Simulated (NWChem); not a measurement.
**M06-2X/def2-TZVP run of C2H3F3 (1,1,1-trifluoroethane)**

What is the electronic atomisation energy of C2H3F3 (1,1,1-trifluoroethane) at M06-2X/def2-TZVP? 

Program for the calculation: NWChem 7.3.0.

## 1. Starting point

The species is C2H3F3 (8 atoms), meant as a singlet with charge 0. As SMILES, `CC(F)(F)F`. The shape is that of a PBE0-D4/def2-TZVP optimisation.

Bond lengths: C1–C2 1.497 Å, C2–F3 1.341 Å, C2–F4 1.341 Å, C2–F5 1.341 Å, C1–H6 1.089 Å, C1–H7 1.089 Å, C1–H8 1.089 Å. Some angles: C1–C2–F3 111.8°, C1–C2–F4 111.8°, C1–C2–F5 111.8°, F3–C2–F4 107.1°, F3–C2–F5 107.1°, F4–C2–F5 107.1°, C2–C1–H6 109.3°, C2–C1–H7 109.3°, C2–C1–H8 109.3°, H6–C1–H7 109.7°.

## 2. The energy at M06-2X/def2-TZVP (run 1)

run.nw reads:

```
START run
TITLE "C2H3F3 energy"
memory stack 880 mb heap 220 mb global 1100 mb
GEOMETRY units angstroms noautosym nocenter noautoz
C       -0.615400      -0.141500       0.471500
C        0.557600       0.109900      -0.423700
F        1.692800      -0.382000       0.093900
F        0.395200      -0.458200      -1.627700
F        0.754200       1.420300      -0.629900
H       -0.441600       0.335800       1.434900
H       -0.738000      -1.214600       0.611200
H       -1.512600       0.273100       0.014000
END
BASIS spherical bse
C library def2-TZVP
F library def2-TZVP
H library def2-TZVP
END
DFT
xc m06-2x
mult 1
grid fine
convergence energy 1e-08
maxiter 100
mulliken
print low
END
TASK dft energy
```

Run with:

```
$ nwchem run.nw > run.out
```

Log:

```text
[...]
 d= 0,ls=0.0,diis     1   -377.4448610531 -5.80D+02  5.18D-03  1.55D+00     4.1
[...]
 d= 0,ls=0.0,diis    10   -377.5956130812 -1.84D-10  6.75D-08  6.80D-10    37.8
         Total DFT energy =     -377.595613081222
      One electron energy =     -923.698047925378
           Coulomb energy =      387.267762597859
    Exchange-Corr. energy =      -43.281735381379
 Nuclear repulsion energy =      202.116407627676
[...]
      Total Density - Mulliken Population Analysis
     ---------------------------------------------
    Atom       Charge   Shell Charges
 -----------   ------   -------------------------------------------------------
    1 C    6     6.44   0.85  1.12  0.50  0.65  0.16  1.35  1.35  0.41  0.01  0.02  0.00
    2 C    6     5.49   0.85  1.12  0.54  0.51 -0.03  1.14  0.87  0.07  0.07  0.30  0.04
    3 F    9     9.18   0.77  1.20  0.61  0.96  0.37  2.27  2.15  0.83  0.00  0.01  0.00
    4 F    9     9.18   0.77  1.20  0.61  0.96  0.37  2.27  2.15  0.83  0.00  0.01  0.00
    5 F    9     9.18   0.77  1.20  0.61  0.96  0.37  2.27  2.15  0.83  0.00  0.01  0.00
    6 H    1     0.84   0.27  0.46  0.09  0.02
    7 H    1     0.84   0.27  0.46  0.09  0.02
    8 H    1     0.84   0.27  0.46  0.09  0.02
[...]
```

Run time: 38 s. Hardware: 1 thread of AMD EPYC 9R05 (Zen 5), shared host; peak memory 0.13 GiB.

## 3. The C atom (run 2)

calc.nw reads:

```
START calc
memory stack 880 mb heap 220 mb global 1100 mb
charge 0

GEOMETRY units angstrom noautosym nocenter noautoz
   C        0.000000       0.000000       0.000000
END

BASIS spherical bse
   C library def2-TZVP
END

DFT
   xc m06-2x
   mult 3
   grid fine
   convergence energy 1e-08
   iterations 100
   mulliken
   noprint "final vectors analysis"
END

TASK dft
```

Run the same way, it converges to -37.84251 Eh (log not shown).

Run 3 isn't shown in full; the table further down has it.

## 4. The H atom at the same level (run 4)

job.nw reads:

```
start job
title "H"
memory stack 880 mb heap 220 mb global 1100 mb

geometry units angstrom noautosym nocenter noautoz
  H     0.000000    0.000000    0.000000
end

basis spherical bse
  * library def2-TZVP
end

dft
  xc m06-2x
  mult 2
  grid fine
  convergence energy 1e-08
  iterations 100
  mulliken
  noprint "final vectors analysis"
end

task dft
```

Run with:

```
$ nwchem job.nw > job.out
```

Log:

```text
[...]
          Wavefunction type:  spin polarized.
          No. of atoms     :     1
          No. of electrons :     1
[...]
          Charge           :     0
          Spin multiplicity:     2
[...]
          AO basis - number of functions:     6
[...]
              XC Information
              --------------
                       M06-2X Method XC Functional
                     Hartree-Fock (Exact) Exchange  0.540
                        M06-2X Exchange Functional  1.000
                      M06-2X Correlation Potential  1.000
[...]
 d= 0,ls=0.0,diis     1     -0.4975638733 -4.98D-01  8.99D-03  1.86D-03     0.0
[...]
  Singularity in Pulay matrix. Error and Fock matrices removed.
  Singularity in Pulay matrix. Error and Fock matrices removed.
 d= 0,ls=0.0,diis     5     -0.4981387915 -1.30D-12  4.58D-09  4.31D-16     0.1
[...]
         Total DFT energy =       -0.498138791489
      One electron energy =       -0.499238667892
           Coulomb energy =        0.307524612157
    Exchange-Corr. energy =       -0.306424735754
 Nuclear repulsion energy =        0.000000000000
[...]
      Total Density - Mulliken Population Analysis
     ---------------------------------------------
    Atom       Charge   Shell Charges
 -----------   ------   -------------------------------------------------------
    1 H    1     1.00   0.18  0.44  0.38  0.00
     --------------------------------------------
      Spin Density - Mulliken Population Analysis
     --------------------------------------------
    Atom       Charge   Shell Charges
 -----------   ------   -------------------------------------------------------
    1 H    1     1.00   0.18  0.44  0.38  0.00
[...]
      <S2> =      0.7500 (Exact =     0.7500)
[...]
```

It took 0.54 s on 1 thread of AMD EPYC 9R05 (Zen 5), shared host; peak memory 0.1 GiB.

## 5. The series

```csv
run,level,partner,energy (Eh),wall time
1,M06-2X/def2-TZVP,base,-377.595613,38 s
2,UM06-2X/def2-TZVP,atoms,-37.842509,0.86 s
3,UM06-2X/def2-TZVP,atoms,-99.733691,1.4 s
4,UM06-2X/def2-TZVP,atoms,-0.498139,0.54 s
```

## 6. Summary of results

Level: M06-2X/def2-TZVP.

| quantity | value |
| --- | --- |
| H atom: total energy | -0.49814 Eh |
| H atom: ⟨S²⟩ | 0.750 |
| electronic atomisation energy | 33.065 eV |

**Reading.** Taking the molecule apart into free atoms costs 33.06 eV (762 kcal/mol), before zero-point energy and without spin-orbit coupling. All runs together took 41 s, the longest 38 s.
